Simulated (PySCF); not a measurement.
**BeF: bond curves at several levels of theory**

An exercise on one series of results from a longer session: the logs are not shown, and one member is left open.

Program: PySCF 2.14.0. Level of theory: Be pcseg-2, F pcseg-2, no relativity. These are calculated values, not measurements.

Set-up of the first run:

The job is set up so:

- atoms: Be, F
- charge: 0
- basis: Be pcseg-2, F pcseg-2
- Hamiltonian: no relativity
- basis functions: 45
- electrons treated: 13
- masses in u: 9.0122, 18.9984
- levels: PBE0, PBE, r²SCAN, r²SCAN0, r²SCANh, TPSSh, CAM-B3LYP, HF, MP2, SCS-MP2, CCSD, CCSD(T)
- grid: 80 radial by 434 angular points
- occupations: held fixed by the projection of orbital angular momentum
- dissociation limit: Be + F, each in its ground configuration
- starting distance in angstrom: 1.575
- values of 2S to try: 1, 3

Run with:

```sh
$ OMP_NUM_THREADS=1 python dia.py task.json out
```

Steps of the session up to this table: Set-up; First curve: PBE0; PBE (GGA); r²SCAN (meta-GGA); r²SCAN0 (hybrid meta-GGA); r²SCANh; TPSSh; CAM-B3LYP (range-separated hybrid); UHF; MP2 and coupled cluster.

One table of the session follows, with a row left open; its other results are not shown here.

Energy (eV) from each level's lowest point:

```
R (Å)    UHF  UHF-MP2  UHF-SCS-MP2  UHF-CCSD  UHF-CCSD(T)
1.178  0.903    0.999        0.987       n/a          n/a
1.233  0.383    0.460        0.453     0.426        0.440
1.288  0.104    0.153        0.150     0.133        0.142
1.329  0.013    0.038        0.037     0.029        0.033
1.370  0.000    0.000        0.000     0.000        0.000
1.411  0.048    0.022        0.023     0.031        0.027
1.466  0.183    0.124        0.126     0.145        0.135
1.534      ?        ?            ?         ?            ?
1.617  0.811    0.667        0.672     0.718        0.693
1.726  1.379    1.182        1.188       n/a          n/a
```

Estimate the missing values for R (Å) = 1.534.

Worked estimate for «UHF». A straight line through the neighbours (1.466, 0.183) and (1.617, 0.811) gives 0.183 + (0.811 − 0.183) × (1.534 − 1.466) / (1.617 − 1.466) = 0.466; a parabola fitted to 4 rows on both sides gives 0.441.

The run gave: UHF: 0.434; UHF-MP2: 0.335; UHF-SCS-MP2: 0.339; UHF-CCSD: 0.370; UHF-CCSD(T): 0.353. In «UHF» the line misses by +0.032 and the parabola by +0.007.
